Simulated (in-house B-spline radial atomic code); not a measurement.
# Bi⁶⁰⁺: excited configurations

Wanted: excitation energies of Bi⁶⁰⁺ as differences of total energies (ΔSCF).

Program: in-house B-spline radial atomic code version 1. Level of theory: Dirac-Hartree-Fock, average of configuration, Fermi nucleus, basis-set limit. These are calculated values, not measurements, unless marked.

## Step 1: What is computed

- element: bismuth (Z = 83)
- charge: +60
- electrons: 23
- configuration: [Ar] 3d5
- Hamiltonian: Dirac-Coulomb
- nucleus: Fermi, rms radius 5.521 fm

The outer shells:

[Ar] 3d5
```
[Ar] core
3d [↑ ][↑ ][↑ ][↑ ][↑ ]
```

The boxes draw the filling by Hund's rule, which heavy ions in jj coupling don't follow; these runs average over all states of the configuration.

Settings of the run:

```ini
Z = 83
electrons = 23.0
configuration = [Ar] 3d5
hamiltonian = dirac
method = hf
spin_polarised = False
nucleus = fermi
rms_radius = 5.5211
mass_number = 209
atomic_mass = 208.980398599
speed_of_light = 137.035999084
```

From the earlier run of the reference: total energy -18055.412155 hartree. Levels, eight at most:

| orbital | occupation | energy (eV) | <r> (bohr) |
| --- | --- | --- | --- |
| 2s1/2 | 2 | -20607.0 | 0.06538 |
| 2p1/2 | 2 | -19958.4 | 0.05362 |
| 2p3/2 | 4 | -17609.9 | 0.06246 |
| 3s1/2 | 2 | -7729.90 | 0.1639 |
| 3p1/2 | 2 | -7454.52 | 0.1542 |
| 3p3/2 | 4 | -6869.07 | 0.1683 |
| 3d3/2 | 2 | -6498.05 | 0.1446 |
| 3d5/2 | 3 | -6370.66 | 0.1489 |

## Step 2: Configuration [Ar] 3d4 6d1

Settings of the run:

```ini
Z = 83
electrons = 23.0
configuration = [Ar] 3d4 6d1
hamiltonian = dirac
method = hf
spin_polarised = False
nucleus = fermi
rms_radius = 5.5211
mass_number = 209
atomic_mass = 208.980398599
speed_of_light = 137.035999084
```

## Step 3: Configuration [Ne] 3s2 3p5 3d5 6g1

The settings differ from step 2 so:

```diff
@@ -2,3 +2,3 @@
 electrons = 23.0
-configuration = [Ar] 3d4 6d1
+configuration = [Ne] 3s2 3p5 3d5 6g1
 hamiltonian = dirac
```

## Step 4: Run with [Ne] 3s2 3p5 3d5 7s1

The settings differ from step 3 so:

```diff
@@ -2,3 +2,3 @@
 electrons = 23.0
-configuration = [Ne] 3s2 3p5 3d5 6g1
+configuration = [Ne] 3s2 3p5 3d5 7s1
 hamiltonian = dirac
```

## Step 5: Run with [Ne] 3s2 3p5 3d5 5p1

The settings differ from step 4 so:

```diff
@@ -2,3 +2,3 @@
 electrons = 23.0
-configuration = [Ne] 3s2 3p5 3d5 7s1
+configuration = [Ne] 3s2 3p5 3d5 5p1
 hamiltonian = dirac
```

## Step 6: Run with [Ar] 3d4 4p1

The settings differ from step 5 so:

```diff
@@ -2,3 +2,3 @@
 electrons = 23.0
-configuration = [Ne] 3s2 3p5 3d5 5p1
+configuration = [Ar] 3d4 4p1
 hamiltonian = dirac
```

Before running: How far above the reference does each configuration lie (order and size, in eV)?

**Answer**, as computed:

| net move | configuration | energy above the reference (eV) | with Breit, QED, recoil (eV) | largest <r> (bohr) |
| --- | --- | --- | --- | --- |
| 3d → 4p | [Ar] 3d4 4p1 | 2715.22 | 2714.25 | 0.328 |
| 3p → 5p | [Ne] 3s2 3p5 3d5 5p1 | 4772.42 | 4762.82 | 0.537 |
| 3d → 6d | [Ar] 3d4 6d1 | 4931.54 | 4926.89 | 0.791 |
| 3p → 6g | [Ne] 3s2 3p5 3d5 6g1 | 5646.42 | 5634.85 | 0.714 |
| 3p → 7s | [Ne] 3s2 3p5 3d5 7s1 | 5892.38 | 5881.74 | 1.06 |

Quantum defects of the promoted electron, δ = n − ζ/√(−2ε) with ζ = 61 and ε its orbital energy in hartree:

| promotion | δ |
| --- | --- |
| 3d → 4p | 0.303 |
| 3p → 5p | 0.298 |
| 3d → 6d | 0.166 |
| 3p → 6g | 0.020 |
| 3p → 7s | 0.421 |

The lowest of them is 3d → 4p at 2715.22 eV and the highest 3p → 7s at 5892.38 eV. Of those tabulated, the defect is largest for 7s (0.42) and least for 6g (0.02); at this charge much of the defect is relativistic. Two partly filled shells share a symmetry and can mix in the average, which may lower the energy, for: 3p → 5p; 3d → 6d. These are averages over configurations, without correlation, not spectroscopic levels.
